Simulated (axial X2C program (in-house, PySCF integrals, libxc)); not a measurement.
# All-electron X2C curves of TeRu⁻

What are the state, bond length, wavenumber and bond energy of TeRu⁻, and what does spin–orbit coupling change?

Method: all-electron X2C, Te dyall-acv3z, Ru dyall-acv3z; program: an in-house X2C program for linear molecules on PySCF integrals.

All values are calculated.

### Step 1. Input

task.json

```json
{"zs": [52, 44], "q": -1, "bas": ["dyall-acv3z", "dyall-acv3z"], "levels": ["PBE0", "HF", "PW91"], "cc": true, "r0": 2.42, "thr": -1.0, "nmax": 90, "npts": 10, "nst": 2, "ntry": 6}
```

Keys: zs atomic numbers; q charge; bas basis sets; levels methods (HF also brings MP2); cc coupled cluster on or off; r0 starting distance in Å; thr threshold in hartree for freezing inner shells (an s shell follows its p shell); nmax most natural virtual spinors; npts points asked for on the curve; nst determinants followed; ntry starts of the search.

Launch:

```console
$ python so2c.py task.json out
```

Spin-free means the one-electron spin-free X2C Hamiltonian; two-component (2c) means X2C with spin–orbit coupling and atomic mean-field two-electron Coulomb and Gaunt terms. Basis: Te dyall-acv3z contracted to [12s13p9d5f1g], Ru dyall-acv3z contracted to [13s13p9d5f3g]; Gaussian nuclei, density fitting. Masses: Te 129.906 u, Ru 101.904 u.

Notation: σ, π±, δ± give the projection m of an orbital's angular momentum (0, ±1, ±2), α and β its spin, Λ and M_S the sums; ω is the projection of a spinor's total angular momentum and Ω the sum. Logs are in hartree.

The results follow Hamiltonian by Hamiltonian and level by level.

### Step 2. Search for the lowest determinant

Determinants are compared with PBE0 at 2.420 Å.

Spin-free determinants:

```json
{"ΔE (eV)": "0.00", "state": "M_S = 3/2, Λ = 2", "open shells": "beyond closed shells: π+α, π-α, δ+α, δ+β, δ-α"}
{"ΔE (eV)": "0.41", "state": "M_S = 5/2, Λ = 2", "open shells": "beyond closed shells: 2 × σα, π+α, π-α, δ+α, δ+β, δ-α"}
{"ΔE (eV)": "0.42", "state": "M_S = 3/2, Λ = 3", "open shells": "beyond closed shells: σα, π+α, π+β, π-α, δ+α, δ+β, δ-α"}
{"ΔE (eV)": "0.52", "state": "M_S = 3/2, Λ = 1", "open shells": "beyond closed shells: σα, π+α, π-α, π-β, δ+α, δ+β, δ-α"}
{"ΔE (eV)": "0.56", "state": "M_S = 3/2, Λ = 0", "open shells": "beyond closed shells: σα, δ+α, δ-α"}
{"ΔE (eV)": "0.65", "state": "M_S = 5/2, Λ = 0", "open shells": "beyond closed shells: σα, π+α, π-α, δ+α, δ-α"}
{"ΔE (eV)": "0.96", "state": "M_S = 5/2, Λ = 1", "open shells": "beyond closed shells: 2 × σα, π+α, π+β, π-α, δ+α, δ-α"}
```

Two-component determinants:

| ΔE (eV) | state | open shells |
| --- | --- | --- |
| 0.00 | Ω = 7/2 | excess of +ω over −ω: ω = -1/2, ω = 3/2, ω = 5/2 |
| 0.21 | Ω = 1/2 | excess of +ω over −ω: ω = 1/2 |
| 0.33 | Ω = 9/2 | excess of +ω over −ω: ω = 1/2, ω = 3/2, ω = 5/2 |
| 0.44 | Ω = 5/2 | excess of +ω over −ω: ω = 5/2 |
| 0.60 | Ω = 5/2 | excess of +ω over −ω: ω = 5/2 |
| 0.64 | Ω = 1/2 | excess of +ω over −ω: ω = -1/2, ω = -3/2, ω = 5/2 |
| 0.64 | Ω = 3/2 | excess of +ω over −ω: ω = 1/2, ω = -3/2, ω = 5/2 |

### Step 3. PBE0, spin-free

State followed: M_S = 3/2, Λ = 2 (beyond closed shells: π+α, π-α, δ+α, δ+β, δ-α). The scan is laid around 2.462 Å, a first estimate of the minimum, and this SCF restarts from the orbitals of the search.

Output at 2.462 Å:

```text
spin-free X2C-1e  PBE0
basis functions 299  fitting functions 1432  grid points 5802
iter        total energy     max residual
   1     -11313.307169325     1.88e+01
   2     -11323.545327817     5.40e-02
   3     -11319.584834301     3.04e-01
   4     -11323.385402158     1.06e-01
   5     -11323.655090299     9.93e-03
   6     -11323.654170832     1.39e-02
   7     -11323.661625633     5.08e-03
   8     -11323.662562328     1.50e-03
   9     -11323.662697595     3.55e-04
  10     -11323.662710050     2.67e-04
  11     -11323.662714556     1.06e-04
  12     -11323.662715615     1.88e-05
  13     -11323.662715678     6.50e-06
  14     -11323.662715684     1.62e-06
  15     -11323.662715685     1.60e-06
converged
one-electron -16571.53464889  Coulomb 5068.12100891  exact exchange -76.83744830  xc functional -235.18963658  nuclear repulsion 491.77800917
```

Along the bond, energies from the lowest point:

```
R (Å)  E (eV)  μ (D)  HOMO (eV)  LUMO (eV)  iterations
2.142  0.9515   1.19      -0.16       1.79          19
2.240  0.3686   1.60      -0.21       1.77          18
2.314  0.1339   1.94      -0.26       1.74          18
2.388  0.0224   2.30      -0.33       1.70          18
2.462  0.0000   2.67      -0.40       1.63          15
2.548  0.0535   3.08      -0.50       1.54          18
2.634  0.1642   3.46      -0.60       1.45          18
2.745  0.3577   3.88      -0.67       1.32          18
2.881  0.6303   4.26      -0.65       1.19          18
3.078  1.0306   4.49      -0.64       1.05          18
```

Dipoles are positive if Ru is the positive end and refer to the centre of mass.

Outer orbitals at the reference distance:

```tsv
symmetry	occupied	ε (eV)	atomic character
σα	yes	-10.79	71% Te s, 11% Ru d, 10% Ru p
σβ	yes	-10.61	71% Te s, 11% Ru d, 10% Ru p
π+α	yes	-3.38	87% Ru d, 11% Te p
π-α	yes	-3.38	87% Ru d, 11% Te p
σα	yes	-3.30	57% Ru d, 34% Te p, 4% Te s
σβ	yes	-2.73	53% Te p, 37% Ru d, 4% Te s
δ+α	yes	-2.36	99% Ru d
δ-α	yes	-2.36	99% Ru d
π+β	yes	-1.25	64% Te p, 28% Ru d, 5% Ru p
π-β	yes	-1.22	66% Te p, 26% Ru d, 5% Ru p
σα	yes	-1.12	37% Ru s, 32% Te p, 27% Ru d
π+α	yes	-0.69	71% Te p, 14% Ru d, 11% Ru p
π-α	yes	-0.69	71% Te p, 14% Ru d, 11% Ru p
δ+β	yes	-0.68	99% Ru d
σβ	yes	-0.40	43% Ru d, 31% Ru s, 22% Te p
σα	no	1.63	44% Ru p, 37% Ru s, 10% Te p
σβ	no	1.75	73% Ru p, 23% Ru s, 2% Ru d
σα	no	1.90	84% Ru p, 6% Te p, 5% Ru s
π+β	no	1.94	98% Ru p
```

PBE0 fields in the half plane through the axis: z from -2.4 to 4.8 Å across, distance from the axis 0.15 to 2.25 Å upwards; Te lies at z = 0 and Ru at z = 2.462 Å; the ELF is damped to zero where the density is low.

log10 density (e/bohr³). Ten even steps from '0' (-3.87 ) to '9' (1.83 ):
```
0001112222222222221111000
0011222222222222222211100
0112233333333333333221100
1122333444333333333322110
1123344444444444444332110
1223445555544445655432210
1223445676554456766543210
1233456898654567986543210
```

ELF. Ten even steps from '0' (0.01 ) to '9' (0.81 ):
```
0002345665432223444321000
0023577887653233444321100
0135789998864333444321100
0246899999875323443221000
1257998766786223443210000
1368984332366226875210000
1368853898346369688420000
1368835696536493859720000
```

Re = 2.447 Å, ωe = 243.6 cm⁻¹, ωexe = 0.647 cm⁻¹, Be = 0.0493 cm⁻¹, De = 2.58 eV, μ = 2.59 D.

### Step 4. HF, spin-free

The SCF at the reference distance of 2.462 Å:

```text
spin-free X2C-1e  HF
basis functions 299  fitting functions 1432  grid points 5802
iter        total energy     max residual
   1     -11318.985423996     2.96e-01
   2     -11319.035034296     8.53e-03
   3     -11319.041347010     1.16e-02
   4     -11319.044059422     4.98e-03
   5     -11319.045602325     2.61e-03
   6     -11319.046156261     1.37e-03
   7     -11319.046429197     1.06e-03
   8     -11319.046593005     8.42e-04
   9     -11319.046696489     6.69e-04
  10     -11319.046773850     6.12e-04
  11     -11319.046866800     5.36e-04
  12     -11319.046972615     3.32e-04
  13     -11319.047004385     1.91e-04
  14     -11319.047015799     9.94e-05
  15     -11319.047019453     8.45e-05
  16     -11319.047020696     6.39e-05
  17     -11319.047021689     3.88e-05
  18     -11319.047022115     1.49e-05
  19     -11319.047022242     6.46e-06
  20     -11319.047022250     2.06e-06
  21     -11319.047022251     7.67e-07
converged
one-electron -16570.23337789  Coulomb 5066.97017029  exact exchange -307.56182382  xc functional 0.00000000  nuclear repulsion 491.77800917
```

No constants are quoted: the dipole of the solution doesn't run smoothly along the scan, a sign that its character may change, so the fit is set aside.

### Step 5. PW91, spin-free

Output at 2.462 Å:

```text
spin-free X2C-1e  PW91
basis functions 299  fitting functions 1432  grid points 5802
iter        total energy     max residual
   1     -11325.254312403     1.14e-01
   2     -11325.251374924     2.17e-02
   3     -11324.963339344     9.43e-02
   4     -11325.251537539     1.65e-02
   5     -11325.264478887     1.77e-03
   6     -11325.264348977     2.94e-03
   7     -11325.264604366     4.56e-04
   8     -11325.264617988     9.16e-05
   9     -11325.264618320     3.35e-05
  10     -11325.264618334     1.26e-05
  11     -11325.264618341     1.99e-06
  12     -11325.264618341     2.06e-06
converged
one-electron -16571.14389307  Coulomb 5067.69523267  exact exchange 0.00000000  xc functional -313.59396712  nuclear repulsion 491.77800917
```

Re = 2.437 Å, ωe = 253.0 cm⁻¹, ωexe = 0.621 cm⁻¹, Be = 0.04971 cm⁻¹, De = 3.19 eV, μ = 0.86 D.

### Step 6. MP2 and beyond, spin-free

Correlated methods: 15 electrons correlated (frozen shells, counted by type: Te 4 s, 3 p, 2 d; Ru 4 s, 3 p, 1 d), 387 virtual spinors in MP2, 90 natural virtuals in coupled cluster.

Output of the correlated part at 2.462 Å:

```text
correlated 15  virtual 387  natural virtual 90  E(MP2) -0.385316053  MP2 remainder -0.044022709
iter   CCSD correlation   residual
   1     -0.337053492   1.68e-01
   2     -0.346503019   8.26e-02
   3     -0.350953386   4.54e-02
   4     -0.352186222   2.65e-02
   5     -0.353220425   1.55e-02
   6     -0.353520306   6.63e-03
   7     -0.353610689   2.99e-03
   8     -0.353646221   1.40e-03
   9     -0.353633189   8.10e-04
  10     -0.353643087   4.04e-04
  11     -0.353637332   1.93e-04
  12     -0.353640048   9.63e-05
  13     -0.353639599   5.05e-05
  14     -0.353639622   2.95e-05
  15     -0.353639522   1.84e-05
  16     -0.353639486   1.08e-05
  17     -0.353639412   5.54e-06
  18     -0.353639407   3.12e-06
(T) -0.018846605  T1 0.0653  D1 0.1619  max T2 0.051
```

T1 in the output is the amplitude norm over the root of the electron number; divide by √2 for the Lee–Taylor value.

MP2: No constants are quoted: the dipole of the HF reference doesn't run smoothly along the scan, a sign that its character may change, so the fit is set aside.

CCSD: No constants are quoted: the dipole of the HF reference doesn't run smoothly along the scan, a sign that its character may change, so the fit is set aside.

CCSD(T): No constants are quoted: the dipole of the HF reference doesn't run smoothly along the scan, a sign that its character may change, so the fit is set aside.

### Step 7. A higher determinant, spin-free

State: M_S = 5/2, Λ = 2 (beyond closed shells: 2 × σα, π+α, π-α, δ+α, δ+β, δ-α).

Output at the reference distance:

```text
spin-free X2C-1e  PBE0
basis functions 299  fitting functions 1432  grid points 5802
iter        total energy     max residual
   1     -11313.470515815     2.06e+01
   2     -11323.552538652     4.73e-02
   3     -11322.881096197     1.55e-01
   4     -11323.572030433     5.66e-02
   5     -11323.644215438     1.11e-02
   6     -11323.648278248     3.63e-03
   7     -11323.648861069     1.14e-03
   8     -11323.648909401     4.61e-04
   9     -11323.648918904     1.58e-04
  10     -11323.648920598     6.41e-05
  11     -11323.648920907     1.94e-05
  12     -11323.648920975     1.38e-05
  13     -11323.648920996     6.22e-06
  14     -11323.648920999     1.39e-06
  15     -11323.648920999     1.18e-06
converged
one-electron -16568.70045730  Coulomb 5065.28914966  exact exchange -76.84128203  xc functional -235.17434051  nuclear repulsion 491.77800917
```

```csv
R (Å),E above the lowest PBE0 point (eV)
2.142,1.723
2.240,0.992
2.314,0.660
2.388,0.466
2.462,0.375
2.548,0.366
2.634,0.432
2.745,0.591
2.881,0.850
```

Re = 2.513 Å, ωe = 235.0 cm⁻¹, ωexe = 0.485 cm⁻¹, Be = 0.04675 cm⁻¹, μ = -1.37 D. Te = 0.36 eV. As a difference of two determinants it need not be a gap between pure terms.

### Step 8. The spin-free curves together

Energy (eV) of the followed determinant, spin-free, from each level's lowest point:

```csv
R (Å),PBE0,HF (dipole not smooth),MP2 (HF's dipole not smooth),CCSD (HF's dipole not smooth),CCSD(T) (HF's dipole not smooth),PW91
2.142,0.951,1.849,0.941,n/a,n/a,0.930
2.240,0.369,1.025,0.363,0.453,0.417,0.348
2.314,0.134,0.618,0.128,0.186,0.161,0.118
2.388,0.022,0.344,0.017,0.046,0.033,0.013
2.462,0.000,0.170,0.000,0.000,0.000,0.000
2.548,0.053,0.057,0.074,0.034,0.052,0.067
2.634,0.164,0.009,0.235,0.137,0.174,0.193
2.745,0.358,0.000,0.512,0.328,0.393,0.408
2.881,0.630,0.027,0.835,n/a,n/a,0.712
3.078,1.031,0.097,1.211,n/a,n/a,1.166
```

[end of part 1 of 2]
